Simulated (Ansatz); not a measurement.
This script makes cell relaxations under several functionals of MgCd₃, space group P-6m2 with Ansatz 0.2.0, Python API.

The script, `lattice_mgcd3.py`:
```python
"""How the lattice of MgCd3 depends on the functional."""

import argparse

import ansatz as az
from ase import Atoms
import numpy as np

parser = argparse.ArgumentParser(description="How the lattice of MgCd3 depends on the functional.")
parser.add_argument("--kgrid", type=int, nargs=3, required=True, help="k-point sampling")
parser.add_argument("--occupations", default="cold", help="how the bands are filled")
parser.add_argument("--sigma", type=float, default=0.1, help="smearing width (eV)")
parser.add_argument("--cutoff-ev", type=float, required=True, help="plane-wave cutoff (eV)")
args = parser.parse_args()

def edges_and_angles(cell):
    cell = np.asarray(cell)
    a, b, c = np.linalg.norm(cell, axis=1)
    cosines = cell[1] @ cell[2] / (b * c), cell[0] @ cell[2] / (a * c), cell[0] @ cell[1] / (a * b)
    return (a, b, c, *np.degrees(np.arccos(cosines)))


def main() -> None:
    atoms = Atoms(
        ["Mg", "Cd", "Cd", "Cd"],
        scaled_positions=[
            [0.0, 0.0, 0.5],
            [0.0, 0.0, 0.0],
            [2 / 3, 1 / 3, 0.74778646],
            [2 / 3, 1 / 3, 0.25221354],
        ],
        cell=[
            [3.13457995, 0.0, 0.0],
            [-1.56728998, 2.71462587, 0.0],
            [0.0, 0.0, 10.03840946],
        ],
        pbc=True,
    )
    crystal = az.Crystal.from_ase(atoms)

    calc = (
        crystal.calculation()
        .kpoints(*args.kgrid)
        .occupations(args.occupations, width=args.sigma)
        .basis(args.cutoff_ev)
        .relax(cell=True)
    )

    levels = [("lda", "none"), ("blyp", "d3bj"), ("r2scan", "none")]
    print("level            a       b       c    alpha   beta  gamma  V/atom  steps")
    for name, dispersion in levels:
        seen = []
        run = calc.functional(name, dispersion=dispersion).session().plan()
        result = run.execute(on_event=lambda e: seen.append(e) if e["event"] == "relax_step" else None)
        cell = result.lattice.cell_ang
        label = name if dispersion == "none" else f"{name}+{dispersion}"
        print("{:13s} {:7.4f} {:7.4f} {:7.4f} {:6.2f} {:6.2f} {:6.2f}".format(label, *edges_and_angles(cell)), f"{abs(np.linalg.det(cell)) / len(result.lattice.sites):7.3f} {len(seen):5d}")


if __name__ == "__main__":
    main()
```

Rank the levels of theory by the volume of the relaxed cell.

From smallest to largest: LDA (19.85 Å³ an atom, -7.1 % against the start), BLYP+D3BJ (20.76 Å³ an atom, -2.8 % against the start) and r2SCAN (21.37 Å³ an atom, +0.1 % against the start). The spread is 7.7 % in volume.

The run itself:

```console
$ python lattice_mgcd3.py --kgrid 9 9 3 --cutoff-ev 530.0
level            a       b       c    alpha   beta  gamma  V/atom  steps
lda            3.0711  3.0711  9.7200  90.00  90.00 120.00  19.848     5
blyp+d3bj      3.1187  3.1187  9.8600  90.00  90.00 120.00  20.763     3
r2scan         3.1653  3.1653  9.8514  90.00  90.00 120.00  21.369     8
```

BLYP and dispersion corrections can be off by several per cent in the lattices of metals, and by several GPa in the pressure at a fixed cell. For a metal this k-point mesh is coarse: on a finer one energies can move by several to tens of meV an atom and pressures by half a GPa or more, differences at one mesh by less. This cell is a computed structure, which may not be the phase found in nature. It ran for 3.3 min on 1 thread of Arm Neoverse V1, with other jobs on the host, peak memory 0.64 GiB.
